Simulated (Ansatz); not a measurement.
# AlIn3Sb4: the cost of one run

Method: DFT PBE, scalar-relativistic, plane waves, PAW, in Ansatz 0.2.0.

1 further run of the same task is left out (it didn't finish). Runs told in other sessions of the task aren't counted.

**1. Starting point**

Symmetry: P-4m2, No. 115, tetragonal system. Conventional cell: a = 4.614 Å, b = 4.614 Å, c = 13.074 Å, α = 90.00°, β = 90.00°, γ = 90.00°. Al (site symmetry -4m2) has 4 Sb at 2.74 Å in its first shell of neighbours. Around In (site symmetry 2mm) lie 4 Sb at 2.86 Å. In (site symmetry -4m2) has 4 Sb at 2.86 Å in its first shell of neighbours. Sb (site symmetry 2mm) is surrounded by 2 Al at 2.74 Å and 2 In at 2.86 Å. Around Sb (site symmetry 2mm) lie 4 In at 2.86 Å.

As a file:

```
Al In Sb
1.0
     4.61398    0.00000    0.00000
     0.00000    4.61398    0.00000
     0.00000    0.00000   13.07367
Al In Sb
1 3 4
Direct
  0.50000 0.50000 0.00000
  0.00000 0.00000 0.75769
  0.00000 0.00000 0.24231
  0.50000 0.50000 0.50000
  0.50000 0.00000 0.88758
  0.00000 0.50000 0.11242
  0.50000 0.00000 0.37110
  0.00000 0.50000 0.62891
```

It is the end of an earlier relaxation with the same method, from a generated guess; it is a trial structure. At a tolerance of 0.05 Å it has space group P-4m2 (No. 115); it has 34.79 Å³/atom, an uncorrected energy of -0.13 eV/atom over the elements.

**2. Static run: bands, density of states and charges**

Contents of input.yaml:

```yaml
crystal:
  lattice:
    - [4.6139793, 0.0, 0.0]
    - [0.0, 4.6139793, 0.0]
    - [0.0, 0.0, 13.0736708]
  atoms:
    - { symbol: Al, position: [0.5, 0.5, 0.0] }
    - { symbol: In, position: [0.0, 0.0, 0.757694] }
    - { symbol: In, position: [0.0, 0.0, 0.242306] }
    - { symbol: In, position: [0.5, 0.5, 0.5] }
    - { symbol: Sb, position: [0.5, 0.0, 0.887577] }
    - { symbol: Sb, position: [0.0, 0.5, 0.112423] }
    - { symbol: Sb, position: [0.5, 0.0, 0.371095] }
    - { symbol: Sb, position: [0.0, 0.5, 0.628905] }
basis:
  ecutwfc: 420
kpoints:
  mp_grid: { grid: [8, 8, 4] }
  band_path:
    path:
      - [[0.0, 0.0, 0.0], [0.0, 0.5, 0.0], [0.5, 0.5, 0.0], [0.0, 0.0, 0.0], [0.0, 0.0, 0.5], [0.0, 0.5, 0.5], [0.5, 0.5, 0.5], [0.0, 0.0, 0.5]]
      - [[0.0, 0.5, 0.0], [0.0, 0.5, 0.5]]
      - [[0.5, 0.5, 0.0], [0.5, 0.5, 0.5]]
    npoints: 14
hamiltonian:
  xc: pbe
scf:
  occupations: { method: gaussian, width: 0.1 }
  n_extra_bands: 20
output:
  forces: true
  stress: true
  eigenvalues: true
  populations: true
  dos: { projected: true, de: 0.02, nscf_kmesh: { grid: [10, 10, 5] } }
  bader: true
  write_density: true
  write_potential: true
  elf: true
  volumetric_format: npy
```

Command:

```sh
> ansatz run input.yaml --threads 4 --pin off --max-ram 8192MiB --backend cpu --events-out ev --progress --plain --runs-dir out
```

**Question.** How long does this run take on 4 threads of Arm Neoverse V1, shared host, and how much memory does it need?

About 2.2 min, with a peak of 1.8 GiB.
